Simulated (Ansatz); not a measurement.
**CH₅BFIn: a ladder of functionals and wavefunction methods**

Aim: compute CH₅BFIn with functionals from several rungs and with coupled cluster, and see how far each lands from CCSD(T) at the basis-set limit for the atomisation energy.

Method: functionals in def2-TZVPP, the program's frozen cores in correlated methods; program: Ansatz 0.2.0, Gaussian basis.

Levels to be run: PBE-D4, r2SCAN-D4, PBE0-D4, B3LYP-D4, ωB97X-V, ωB97M-V, B2PLYP; CCSD(T)/def2-TZVPP; CCSD(T)/def2-QZVPP; extrapolation to the limit.

**1. Structure used throughout**

The geometry comes from an earlier relaxation with PBE0-D4 in a triple-zeta def2 set; it is a stationary point, not always the lowest conformer. In takes the def2 core potential; no spin-orbit term is included.

SMILES `[BH2][InH][CH2]F`, 9 atoms, charge 0, spin multiplicity 1.

Atoms are counted from 1 here; the program's logs count them from 0.

Bond lengths: B1–In2 2.230 Å, B1–H5 1.197 Å, B1–H6 1.197 Å, In2–C3 2.188 Å, In2–H7 1.736 Å, C3–F4 1.393 Å, C3–H8 1.095 Å, C3–H9 1.095 Å. Angles: In2–B1–H5 121.7°, In2–B1–H6 121.7°, H5–B1–H6 116.5°, B1–In2–C3 122.9°, B1–In2–H7 125.6°, C3–In2–H7 111.5°, In2–C3–F4 112.4°, In2–C3–H8 110.5°, In2–C3–H9 110.5°, F4–C3–H8 107.9°, F4–C3–H9 107.9°, H8–C3–H9 107.4°.

**2. PBE-D4 (GGA)**

The input, in.yaml:

```yaml
crystal:
  periodic: [false, false, false]
  atoms:
    - {symbol: B, position_ang: [-1.325404, 0.205428, -1.735277]}
    - {symbol: In, position_ang: [-0.417392, 0.656588, 0.251301]}
    - {symbol: C, position_ang: [1.205349, -0.530466, 1.114389]}
    - {symbol: F, position_ang: [1.592182, -1.582460, 0.286464]}
    - {symbol: H, position_ang: [-2.262115, -0.531265, -1.846457]}
    - {symbol: H, position_ang: [-0.896533, 0.681426, -2.746214]}
    - {symbol: H, position_ang: [-0.881488, 1.957950, 1.301998]}
    - {symbol: H, position_ang: [0.900603, -0.953768, 2.077528]}
    - {symbol: H, position_ang: [2.084806, 0.096557, 1.296269]}
basis:
  gaussian: {orbitals: def2-TZVPP}
hamiltonian: {xc: pbe, dispersion: d4}
output: {forces: true, orbitals: {seedname: orbitals}}
```

On the command line:

```console
$ ansatz run in.yaml --threads 2 --pin off --events-out ev --progress --plain --max-ram 32768MiB --backend cpu
```

The runs that follow: r2SCAN-D4 (meta-GGA); PBE0-D4 (hybrid); B3LYP-D4 (hybrid); ωB97X-V (range-separated); ωB97M-V (range-separated); B2PLYP (double hybrid); CCSD(T) in def2-TZVPP; CCSD(T) in def2-QZVPP.

Before running them: what should the planned runs give, taken together? Wanted: atomisation energy, CCSD(T)/CBS; farthest; mean size of error, hybrid; mean size of error, range-separated; gap, smallest and largest; T1 diagnostic; triples share of the correlation energy.

The runs gave:

| quantity | value |
| --- | --- |
| atomisation energy, CCSD(T)/CBS | 27.845 eV |
| functionals within 0.278 eV (1.0 %) | r2SCAN-D4, PBE0-D4, B3LYP-D4, ωB97X-V, ωB97M-V |
| farthest | PBE-D4 (+0.416 eV) |
| mean size of error, hybrid | 0.032 eV |
| mean size of error, range-separated | 0.180 eV |
| gap, smallest and largest | 2.56 eV (PBE-D4), 9.12 eV (ωB97X-V) |
| T1 diagnostic | 0.0137 |
| triples share of the correlation energy | 3.1 % |

**Reading.** PBE-D4 is off by +0.416 eV. Double hybrids carry the basis error of their MP2 part in triple zeta, and no dispersion term here, so their miss is partly the set-up's. Misses under about 0.278 eV are within the doubt on the reference itself, which lacks core-valence correlation, spin-orbit coupling and higher excitations, and its outer-core shells are covered unevenly. All levels share the lack of spin-orbit coupling, which lowers the free heavy atoms and so the true binding. Hartree-Fock recovers 73 % of the binding; the rest is correlation. Orbital gaps span 2.6 to 9.1 eV; exact exchange widens them. Correlated methods include outer-core shells of In, which these sets cover unevenly.
